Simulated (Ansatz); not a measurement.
# CH₄AlI (SMILES [CH3][AlH][I]): a rigid scan of the angle H5–C1–Al2

One table from this session's results is given with a row withheld; the runs are named, their logs left out.

The runs use Ansatz 0.2.0, Gaussian basis; single points in def2-TZVPP.

Levels: PBE-D4, r2SCAN-D4, PBE0-D4, B3LYP-D4, wB97M-V, Hartree-Fock, MP2, CCSD, CCSD(T). The scan takes 88.7, 94.7, 100.7, 106.7, 112.7, 118.7, 124.7, 130.7, 136.7°.

Correlated methods freeze the cores. Filled d shells of the heavier atoms are correlated. Core potentials replace the inner electrons past krypton, and spin-orbit coupling is left out. B3LYP uses VWN-RPA correlation.

28 further runs of the same task are left out: 28 set aside as unsound or not needed.

### The system as given

The minimum, relaxed at PBE0-D4: SMILES `[CH3][AlH][I]`, 7 atoms, charge 0, spin multiplicity 1.

Atoms are counted from 1 here; the program's logs count them from 0.

Bond lengths: C1–Al2 1.940 Å, C1–H4 1.095 Å, C1–H5 1.091 Å, C1–H6 1.095 Å, Al2–I3 2.483 Å, Al2–H7 1.580 Å. Angles: Al2–C1–H4 110.3°, Al2–C1–H5 112.7°, Al2–C1–H6 110.3°, H4–C1–H5 108.4°, H4–C1–H6 106.7°, H5–C1–H6 108.3°, C1–Al2–I3 119.5°, C1–Al2–H7 124.3°, I3–Al2–H7 116.2°.

As a file:

```
C    -0.7776    0.4668   -0.3206
Al    0.9113   -0.3607    0.1564
I     0.9614   -2.1126    1.9151
H    -0.7276    1.5496   -0.1656
H    -1.6159    0.0752    0.2578
H    -0.9900    0.3114   -1.3836
H     2.2995    0.0023   -0.5053
```

Energies of the minimum (eV), from earlier single points: PBE-D4 -15796.87375, r2SCAN-D4 -15804.30521, PBE0-D4 -15798.50712, B3LYP-D4 -15806.14677, wB97M-V -15800.82623, CCSD(T) -15772.71085.

At the minimum the angle H5–C1–Al2 is 112.7°.

Set-up of the first run:

The input, ccsdt-tzvpp/in.yaml:

```yaml
crystal:
  periodic: [false, false, false]
  atoms:
    - {symbol: C, position_ang: [-0.777628, 0.466760, -0.320613]}
    - {symbol: Al, position_ang: [0.911292, -0.360690, 0.156427]}
    - {symbol: I, position_ang: [0.961386, -2.112639, 1.915089]}
    - {symbol: H, position_ang: [-0.727610, 1.549637, -0.165599]}
    - {symbol: H, position_ang: [-1.267737, -0.162281, 0.424163]}
    - {symbol: H, position_ang: [-0.989986, 0.311423, -1.383612]}
    - {symbol: H, position_ang: [2.299526, 0.002311, -0.505328]}
basis:
  gaussian: {orbitals: def2-TZVPP}
correlation: {method: ccsd_t}
```

No record of the launch command was kept for these runs.

Steps of the session up to this table: H5–C1–Al2 = 88.7°; H5–C1–Al2 = 94.7°; H5–C1–Al2 = 100.7°; H5–C1–Al2 = 106.7°; H5–C1–Al2 = 112.7°; H5–C1–Al2 = 118.7°; H5–C1–Al2 = 124.7°; H5–C1–Al2 = 130.7°; H5–C1–Al2 = 136.7°.

One of the session's tables, all rows but one given; the rest of the session is left out.

Energies less that of the minimum at the same level (kcal/mol):

```
      angle (°)  PBE-D4  PBE0-D4  B3LYP-D4  wB97M-V  Hartree-Fock
           88.7     7.5      7.8       8.1      7.9           9.5
           94.7     4.2      4.4       4.6      4.4           5.4
          100.7     1.9      2.0       2.1      2.0           2.5
          106.7     0.5      0.5       0.5      0.5           0.7
112.7 (minimum)     0.0      0.0       0.0      0.0           0.0
          112.7     0.0      0.0       0.0      0.0           0.0
          118.7       ?        ?         ?        ?             ?
          124.7     1.9      2.0       2.0      2.0           2.2
          130.7     4.3      4.5       4.5      4.5           5.0
          136.7     7.7      8.0       8.1      8.0           9.0
```

**Question.** Estimate the row for angle (°) = 118.7.

Worked estimate for «PBE-D4». A straight line through the neighbours (112.7, 0.0) and (124.7, 1.9) gives 0.0 + (1.9 − 0.0) × (118.7 − 112.7) / (124.7 − 112.7) = 0.9; a parabola fitted to 4 rows on both sides gives 0.5.

**Answer.** PBE-D4: 0.5; PBE0-D4: 0.5; B3LYP-D4: 0.5; wB97M-V: 0.5; Hartree-Fock: 0.5. In «PBE-D4» the line misses by +0.4 and the parabola by 0.0.
